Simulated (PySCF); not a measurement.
# GeF₂: structure of the singlet

Where does singlet GeF₂ go from a linear start, is the end point a minimum, and what are its modes, charges and moments?

Method: PBE, basis Ge def2-TZVP, F def2-TZVP, no relativity, density fitting; program: PySCF 2.14.0.

## 1. Where the work starts

3 atoms, charge 0, spin multiplicity 1.

Bond lengths: Ge1–F2 1.850 Å, Ge1–F3 1.850 Å. Angles: F2–Ge1–F3 180.0°.

Z-matrix (Å, degrees; charge 0 multiplicity 1):
```
Ge
F  1 1.8500
F  1 1.8500 2 180.00
```

## 2. First SCF at the start

The steps below are one call of a driver around PySCF. For each, scf.py gives the equivalent set-up of the SCF; relaxations use the driver's own optimiser. After this first run the driver tries any further starts and a stability analysis.

File scf.py:

```python
from pyscf import gto, scf, dft
mol = gto.M(atom='''
Ge     0.000000     0.000000     0.000000
F      0.000000     0.000000     1.850000
F      0.000000     0.000000    -1.850000''',
    basis={'Ge': 'def2-TZVP', 'F': 'def2-TZVP'},
    charge=0, spin=0)
mf = dft.RKS(mol, xc='PBE')
mf.grids.atom_grid = (50, 194)
aux = {'Ge': 'def2-universal-JKFIT', 'F': 'def2-universal-JKFIT'}
mf = mf.density_fit(auxbasis=aux)
mf.conv_tol = 1e-08
mf.diis_space = 10
mf.max_cycle = 60
mf.init_guess = 'minao'
mf.verbose = 4
mf.kernel()
```

On the command line:

```
OMP_NUM_THREADS=2 python axn.py task.json out
```

The program printed:

```text
init E= -2275.66106294343
  HOMO = -0.267584484301352  LUMO = -0.106215059597862  gap/eV = 4.39109
cycle= 1 E= -2276.05700844162  delta_E= -0.396  |g|= 1.33  |ddm|=  1.6
  HOMO = -0.0943592958760025  LUMO = -0.0682466580772783  gap/eV = 0.71056
cycle= 2 E= -2272.22525913043  delta_E= 3.83  |g|= 4.47  |ddm|= 2.96
  HOMO = -0.258193009336772  LUMO = -0.122390092987822  gap/eV = 3.69539
cycle= 3 E= -2276.26404940329  delta_E= -4.04  |g|= 0.531  |ddm|= 2.67
  HOMO = -0.234533666833109  LUMO = -0.129099806262011  gap/eV = 2.86900
cycle= 4 E= -2276.30578890283  delta_E= -0.0417  |g|= 0.186  |ddm|= 0.331
  HOMO = -0.246521952921775  LUMO = -0.14299985745698  gap/eV = 2.81698
cycle= 5 E= -2276.30818880855  delta_E= -0.0024  |g|= 0.0614  |ddm|= 0.149
  HOMO = -0.244808167022292  LUMO = -0.138951195412243  gap/eV = 2.88051
cycle= 6 E= -2276.30900534737  delta_E= -0.000817  |g|= 0.0133  |ddm|= 0.051
  HOMO = -0.245676119893034  LUMO = -0.139201523502327  gap/eV = 2.89732
cycle= 7 E= -2276.30903640978  delta_E= -3.11e-05  |g|= 0.00222  |ddm|= 0.00639
  HOMO = -0.245708254694833  LUMO = -0.139140551710325  gap/eV = 2.89985
cycle= 8 E= -2276.30903728038  delta_E= -8.71e-07  |g|= 0.000109  |ddm|= 0.00117
  HOMO = -0.245693687168234  LUMO = -0.139124706921199  gap/eV = 2.89989
cycle= 9 E= -2276.30903728209  delta_E= -1.71e-09  |g|= 1.15e-05  |ddm|= 0.000139
  HOMO = -0.245697142633382  LUMO = -0.13912739122028  gap/eV = 2.89991
Extra cycle  E= -2276.30903728206  delta_E= 2.46e-11  |g|= 1.98e-05  |ddm|= 2.99e-05
converged SCF energy = -2276.30903728206
```

This step, with its further starts and checks, ran for 20 s (2 threads of Arm Neoverse V1, shared host).

The starts that the driver tried:

```csv
start,energy (Eh)
the minimal-basis guess,-2276.309037
a thermally smeared density,-2276.309037
a smeared PBE density,-2276.309037
```

The test of internal stability and the other starts found no lower closed-shell solution.

## 3. Relaxing the singlet from the linear start

The program finds D∞h symmetry in the start, which this walk keeps. Threshold on the gradient: 0.0003 Eh/bohr, with a further test on the energy change.

scf.py: that of step 2 with these lines changed.

```diff
@@ -15 +14,0 @@
-mf.init_guess = 'minao'
```

The optimiser's trace:

```csv
step,energy (Eh),change (kJ/mol),largest symmetric gradient (Eh/bohr)
0,-2276.309037,0.00,0.00247
1,-2276.309070,-0.08,0.00005
```

The walk took 3.9 s.

After 1 steps and 0.1 kJ/mol it ends at D∞h: Ge–F 1.857 Å (×2); F–Ge–F 180.0°.

## 4. Frequencies

On the finer grid the gradient is checked again; gradients at displacements of ±0.02 bohr then give force constants and infrared intensities.

scf.py: that of step 3 with these lines changed.

```diff
@@ -3,3 +3,3 @@
-Ge     0.000000     0.000000     0.000000
-F      0.000000     0.000000     1.850000
-F      0.000000     0.000000    -1.850000''',
+Ge     0.000000    -0.000000    -0.000000
+F     -0.000000     0.000000     1.857669
+F      0.000000     0.000000    -1.857669''',
@@ -9 +9 @@
-mf.grids.atom_grid = (50, 194)
+mf.grids.atom_grid = (75, 302)
@@ -12 +12 @@
-mf.conv_tol = 1e-08
+mf.conv_tol = 1e-10
```

This SCF starts from the last density.

Log of the central SCF (cycles and frontier levels):

```text
init E= -2276.30904624705
  HOMO = -0.246844176488956  LUMO = -0.140226711433807  gap/eV = 2.90121
cycle= 1 E= -2276.30904624675  delta_E= 3.01e-10  |g|= 4.28e-05  |ddm|= 2.96e-05
  HOMO = -0.246844760207907  LUMO = -0.140226881311449  gap/eV = 2.90122
cycle= 2 E= -2276.30904624311  delta_E= 3.64e-09  |g|= 0.00015  |ddm|= 0.000103
  HOMO = -0.24684445818793  LUMO = -0.140226845316277  gap/eV = 2.90121
cycle= 3 E= -2276.30904624708  delta_E= -3.97e-09  |g|= 1.87e-06  |ddm|= 8.04e-05
  HOMO = -0.246844357025275  LUMO = -0.14022680374871  gap/eV = 2.90121
cycle= 4 E= -2276.30904624708  delta_E= -4.55e-13  |g|= 5e-07  |ddm|= 9.71e-07
  HOMO = -0.246844427033956  LUMO = -0.140226791208874  gap/eV = 2.90121
Extra cycle  E= -2276.30904624708  delta_E= 3.64e-12  |g|= 1.52e-06  |ddm|= 9.75e-07
converged SCF energy = -2276.30904624708
```

The whole step took 23 s.

Geometry: D∞h; Ge–F 1.858 Å (×2); F–Ge–F 180.0°.

Modes, for the most abundant isotopes:

```
symmetry  ω (cm⁻¹)  IR (km/mol)  μ (u)     type
      πu      217i          5.4  25.41     bend
     σg+       507          0.0  19.00  stretch
     σu+       529          291  25.41  stretch
```

With 2 modes imaginary (up to 217i cm⁻¹) this point is a saddle.

Properties at this point:

- Dipole moment: 0.00 D
- Highest occupied level: -6.72 eV
- Lowest empty level: -3.82 eV
- Rotational constants: 0.1286 cm⁻¹
- Zero-point energy (real modes): 6.2 kJ/mol
- Principal polarisabilities: 26.8, 26.8, 41.3 bohr³
- Atomisation energy without zero-point energy: 969 kJ/mol
- Principal traceless quadrupole moments about the centre of mass: -13.65, 6.82, 6.82 D Å

Charges (e) and bond orders:

```csv
atom,Mulliken,Löwdin,polar tensor,Mayer order to Ge1
Ge1,0.76,0.51,1.09,–
"F2,3",-0.38,-0.26,-0.54,0.96
```

Mulliken populations on Ge1: s 8.05, p 12.88, d 10.27, f 0.05.

## 5. Following the imaginary mode

The atoms are moved a little along the softest imaginary mode and relaxed again.

The program finds C2v symmetry in the start, which this walk keeps. The walk stops when the largest gradient is under 0.0003 Eh/bohr and the energy has settled too.

scf.py: that of step 4 with these lines changed.

```diff
@@ -3,3 +3,3 @@
-Ge     0.000000    -0.000000    -0.000000
-F     -0.000000     0.000000     1.857669
-F      0.000000     0.000000    -1.857669''',
+Ge     0.015693     0.059652    -0.000000
+F     -0.030530    -0.116051     1.857669
+F     -0.030530    -0.116051    -1.857669''',
@@ -9 +9 @@
-mf.grids.atom_grid = (75, 302)
+mf.grids.atom_grid = (50, 194)
@@ -12 +12 @@
-mf.conv_tol = 1e-10
+mf.conv_tol = 1e-08
```

Steps of the walk:

```csv
step,energy (Eh),change (kJ/mol),largest symmetric gradient (Eh/bohr)
0,-2276.311584,0.00,0.01305
1,-2276.320051,-22.23,0.02091
2,-2276.334074,-59.05,0.03018
3,-2276.344760,-87.10,0.04337
4,-2276.358933,-124.31,0.02536
5,-2276.365520,-141.61,0.01645
6,-2276.365838,-142.45,0.00974
7,-2276.366069,-143.05,0.00060
8,-2276.366072,-143.06,0.00016
9,-2276.366072,-143.06,0.00000
```

The walk took 23 s.

Positions (Å) and forces (eV/Å) along the way:

```
step 0
Ge   0.016   0.060   0.000   0.184   0.669   0.000
F   -0.031  -0.116   1.858  -0.092  -0.335  -0.268
F   -0.031  -0.116  -1.858  -0.092  -0.335   0.268
step 1
Ge   0.052   0.197   0.000   0.285   1.075   0.000
F   -0.049  -0.185   1.823  -0.142  -0.537  -0.596
F   -0.049  -0.185  -1.823  -0.142  -0.537   0.596
step 5
Ge   0.176   0.670   0.000   0.241   0.841  -0.001
F   -0.111  -0.421   1.337  -0.120  -0.421   0.420
F   -0.111  -0.421  -1.337  -0.120  -0.420  -0.419
step 9
Ge   0.181   0.688   0.000   0.018  -0.005   0.000
F   -0.113  -0.430   1.343  -0.009   0.003   0.000
F   -0.113  -0.430  -1.343  -0.009   0.002   0.000
```

End point (C2v, 9 steps, 143.1 kJ/mol gained): Ge–F 1.772 Å (×2); F–Ge–F 98.5°.

## 6. Vibrations and properties at this point

As before: finer grid, then central differences.

scf.py: that of step 5 with these lines changed.

```diff
@@ -3,3 +3,3 @@
-Ge     0.015693     0.059652    -0.000000
-F     -0.030530    -0.116051     1.857669
-F     -0.030530    -0.116051    -1.857669''',
+Ge     0.101149     0.384492    -0.000000
+F     -0.195029    -0.741352     1.336453
+F     -0.195029    -0.741352    -1.336453''',
@@ -9 +9 @@
-mf.grids.atom_grid = (50, 194)
+mf.grids.atom_grid = (75, 302)
@@ -12 +12 @@
-mf.conv_tol = 1e-08
+mf.conv_tol = 1e-10
```

Log of the central SCF (cycles and frontier levels):

```text
init E= -2276.36610934881
  HOMO = -0.283527839966241  LUMO = -0.126979128855893  gap/eV = 4.25991
cycle= 1 E= -2276.3661093488  delta_E= 1.14e-11  |g|= 8.76e-06  |ddm|= 6.77e-06
  HOMO = -0.283527192863442  LUMO = -0.126978698194186  gap/eV = 4.25990
Extra cycle  E= -2276.36610934877  delta_E= 3.23e-11  |g|= 1.84e-05  |ddm|= 1.24e-05
converged SCF energy = -2276.36610934877
```

The whole step ran for 34 s (2 threads of Arm Neoverse V1, shared host).

Geometry: C2v; Ge–F 1.772 Å (×2); F–Ge–F 97.9°.

Modes, for the most abundant isotopes:

| symmetry | ω (cm⁻¹) | IR (km/mol) | type |
| --- | --- | --- | --- |
| a1 | 238 | 9.9 | bend |
| b2 | 628 | 124 | stretch |
| a1 | 650 | 83.3 | stretch |

All wavenumbers are real: a minimum.

Constants and moments:

```
Dipole moment                                                   : 2.46 D
Highest occupied level                                          : -7.72 eV
Lowest empty level                                              : -3.46 eV
Rotational constants                                            : 0.4956, 0.2484, 0.1655 cm⁻¹
Zero-point energy                                               : 9.1 kJ/mol
Principal polarisabilities                                      : 24.8, 28.5, 31.2 bohr³
Atomisation energy without zero-point energy                    : 1119 kJ/mol
Principal traceless quadrupole moments about the centre of mass : -4.69, -0.73, 5.41 D Å
Entropy at 298.15 K and 1 bar                                   : 272.7 J/(mol K)
Heat capacity Cp at 298.15 K                                    : 48.7 J/(mol K)
Enthalpy at 298.15 K above 0 K                                  : 11.97 kJ/mol
Rotational symmetry number                                      : 2
```

Populations by atom (charges in e):

```json
{"atom": "Ge1", "Mulliken": "0.67", "Löwdin": "0.33", "polar tensor": "1.16", "Mayer order to Ge1": "–"}
{"atom": "F2,3", "Mulliken": "-0.33", "Löwdin": "-0.17", "polar tensor": "-0.58", "Mayer order to Ge1": "1.01"}
```

Mulliken populations on Ge1: s 7.93, p 13.09, d 10.24, f 0.07.

## 7. Stability of the closed shell

At the lowest minimum the closed shell is tested against spin polarisation, on the (50, 194) grid. It is stable.

## 8. The points found, side by side

| spin | group | bonds | imaginary modes (cm⁻¹) | ΔE (kJ/mol) | with zero-point energy |
| --- | --- | --- | --- | --- | --- |
| singlet | C2v | Ge–F 1.772 Å (×2) | none | 0.0 | 0.0 |
| singlet | D∞h | Ge–F 1.858 Å (×2) | 217i, 217i | 149.8 | – |

## 9. Results

```
                                 quantity                            value
                                  minimum                     singlet, C2v
                                 geometry  Ge–F 1.772 Å (×2); F–Ge–F 97.9°
                       wavenumbers (cm⁻¹)     238 (a1), 628 (b2), 650 (a1)
                            dipole moment                           2.46 D
     highest occupied, lowest empty level                  -7.72, -3.46 eV
               polar-tensor charge of Ge1                          +1.16 e
                        zero-point energy                       9.1 kJ/mol
                      entropy at 298.15 K                  272.7 J/(mol K)
atomisation energy (no zero-point energy)                      1119 kJ/mol
```

What this shows: The linear start (D∞h) ends in a minimum of C2v symmetry, after a stop at a second-order saddle point 149.8 kJ/mol higher, from which it was pushed off along an imaginary mode. In the infrared the band at 628 cm⁻¹ (b2, stretch) leads. Only this shape and spin were tried, so other structures or states may lie lower.

The search up to here took 1.8 min.
